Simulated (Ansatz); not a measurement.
Crystal: TiPd.

```
Pd Ti
1.0
     2.81471    0.00000    0.00000
     0.00000    2.81471    0.00000
     0.00000    0.00000    3.86576
Pd Ti
1 1
Direct
  0.50000 0.50000 0.50000
  0.00000 0.00000 0.00000
```

The cell comes from a database or a generator and needn't be the stable form of this composition.

| Property | Result |
| --- | --- |
| Program | Ansatz 0.2.0 |
| Task | relaxation of cell and atoms |
| Functional | PBE |
| Potentials or basis | Ansatz PAW |
| Cutoff | 420 eV (not typed: the program's choice for these potentials) |
| k mesh | 7 × 7 × 5 |
| Occupations | fermi-dirac, width 0.05 eV |
| Spin | no spin polarisation |

At the start: volume 15.31 Å³/atom.

Task: Where does the relaxation end?

Result: It ends after 5 steps and the volume is 15.65 Å³/atom (+2.2 %); space group P4/mmm (No. 123, to 0.05 Å).

The path:
| step | energy change (eV) | largest force (eV/Å) | volume (Å³) |
| --- | --- | --- | --- |
| 1 | 0.0000 | 0.0000 | 30.63 |
| 2 | -0.0026 | 0.0000 | 31.82 |
| 3 | -0.0070 | 0.0000 | 31.31 |
| 4 | -0.0070 | 0.0000 | 31.29 |
| 5 | -0.0071 | 0.0000 | 31.29 |

Final structure:
```cif
data_structure
_symmetry_space_group_name_H-M 'P 1'
_symmetry_Int_Tables_number 1
_cell_length_a 2.8377
_cell_length_b 2.8377
_cell_length_c 3.8862
_cell_angle_alpha 90.000
_cell_angle_beta 90.000
_cell_angle_gamma 90.000
_cell_volume 31.29
loop_
_atom_site_label
_atom_site_type_symbol
_atom_site_fract_x
_atom_site_fract_y
_atom_site_fract_z
_atom_site_occupancy
Pd1 Pd 0.50000 0.50000 0.50000 1
Ti1 Ti 0.00000 0.00000 0.00000 1
```

Caveat: the plane-wave basis is chosen anew once the cell has moved, so the energies of steps on either side of that aren't comparable.
